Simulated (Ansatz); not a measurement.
**SbOs (CsCl type): a single-point run**

The task is a single-point run on SbOs (CsCl type). The structure is shown as the input types it.

Method: DFT, PBE, PAW with Ansatz's default frozen-core files, scalar-relativistic, in Ansatz 0.2.0.

1 further run of the same task is left out (it didn't finish). Runs told in other sessions of the task aren't counted.

## (1) The structure to begin with

The structure is cubic, space group Pm-3m (No. 221). The conventional cell has a = 2.523 Å, b = 2.523 Å, c = 2.523 Å, α = 90.00°, β = 90.00°, γ = 90.00°. Os (site symmetry m-3m) is surrounded by 8 Sb at 2.18 Å. Sb (site symmetry m-3m) has 8 Os at 2.18 Å in its first shell of neighbours.

As a file:

```cif
data_structure
_symmetry_space_group_name_H-M 'Pm-3m'
_symmetry_Int_Tables_number 221
_cell_length_a 2.5227
_cell_length_b 2.5227
_cell_length_c 2.5227
_cell_angle_alpha 90.000
_cell_angle_beta 90.000
_cell_angle_gamma 90.000
_cell_volume 16.06
loop_
_atom_site_label
_atom_site_type_symbol
_atom_site_symmetry_multiplicity
_atom_site_Wyckoff_symbol
_atom_site_fract_x
_atom_site_fract_y
_atom_site_fract_z
_atom_site_occupancy
Os1 Os 1 a 0.00000 0.00000 0.00000 1
Sb1 Sb 1 b 0.50000 0.50000 0.50000 1
```

## (2) The calculation

Contents of input.yaml:

```yaml
crystal:
  lattice:
    - [2.5227264416, 0.0, 0.0]
    - [0.0, 2.5227264416, 0.0]
    - [0.0, 0.0, 2.5227264416]
  atoms:
    - { symbol: Os, position: [0.0, 0.0, 0.0] }
    - { symbol: Sb, position: [0.5, 0.5, 0.5] }
kpoints:
  mp_grid: { grid: [12, 12, 12] }
scf:
  occupations: { method: fermi_dirac, width: 2.0 }
  max_iter: 100
hamiltonian:
  xc: pbe
  pseudopotentials: { kind: paw }
output:
  forces: true
  stress: true
  eigenvalues: true
basis:
  ecutwfc: 250
```

Run with:

```sh
> ansatz run input.yaml --threads 1 --pin off --max-ram 2048MiB --backend cpu --events-out ev --progress --plain --runs-dir out
```

**Question.** How will this run end, and is anything wrong with its input?

The program finished normally, with warnings (cutoff below recommended). It gives a pressure of 1009 GPa, which is large; a structure far from rest gives such values too, whatever the setting.

The suspect setting: scf.occupations.width is 2.0. The width is far wider than usual, so occupations near the Fermi level are blurred and the entropy term grows. A Fermi-Dirac width of 2 eV is an electron temperature of 23200 K.

The test: set scf.occupations.width to 0.05.
